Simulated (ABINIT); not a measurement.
Runs of ABINIT 10.8.3 (patched build) on Sn3Se. The structure is cubic, space group Fm-3m (No. 225). Conventional cell: a = 7.466 Å, b = 7.466 Å, c = 7.466 Å, α = 90.00°, β = 90.00°, γ = 90.00°. Sn (site symmetry m-3m) is surrounded by 8 Sn at 3.23 Å. Sn (site symmetry -43m) has 4 Sn at 3.23 Å and 4 Se at 3.23 Å as nearest neighbours. Se (site symmetry m-3m) has 8 Sn at 3.23 Å as nearest neighbours. The cell comes from a database or a generator and needn't be the stable form of this composition.

```csv
task,level,potentials or basis,k mesh,cutoff (eV),smearing,fine-grid cutoff,mesh quality,gap on the mesh (eV),pressure (GPa)
band structure,LDA,JTH PAW LDA v2.0,6 × 6 × 6,599,fermi-dirac 0.05 eV,1197.3 eV,not flagged,none,(b)
band structure,PBEsol,PseudoDojo NC SR PBEsol v0.4.1 standard,6 × 6 × 6,1170,fermi-dirac 0.05 eV,-,not flagged,none,(a)
single point,PBEsol,SG15 NC PBE v1.2,4 × 4 × 4,490,fixed,-,coarse,none,-3.4
band structure,r2SCAN,JTH PAW PBE v2.0,6 × 6 × 6,707,fermi-dirac 0.05 eV,1306.15 eV,not flagged,none,-1.6
band structure,PBE,JTH PAW PBE v2.0,6 × 6 × 6,599,fermi-dirac 0.05 eV,1197.3 eV,not flagged,none,-0.2
single point,PBE,SG15 NC PBE v1.2,4 × 4 × 4,490,fixed,-,coarse,none,-0.3
```

Alike in all rows: no spin polarisation; cell as given.

Problem. Estimate the missing entries.

Solution. (a) -3.1; (b) -4.5.

Caveats: some runs use coarse meshes; spin-orbit coupling is left out, which moves the levels of the heavy elements (some runs); the potentials were made for another functional, which shifts forces and pressure (some runs); the PAW data sets were made with another functional, which shifts forces and pressure a little (some runs).

A k mesh can miss the band edges, and the runs leave out spin-orbit coupling on Se, Sn.

A gap of «none» marks a metal or a gap under the smearing width.

The runs don't all hold the same shells in valence.
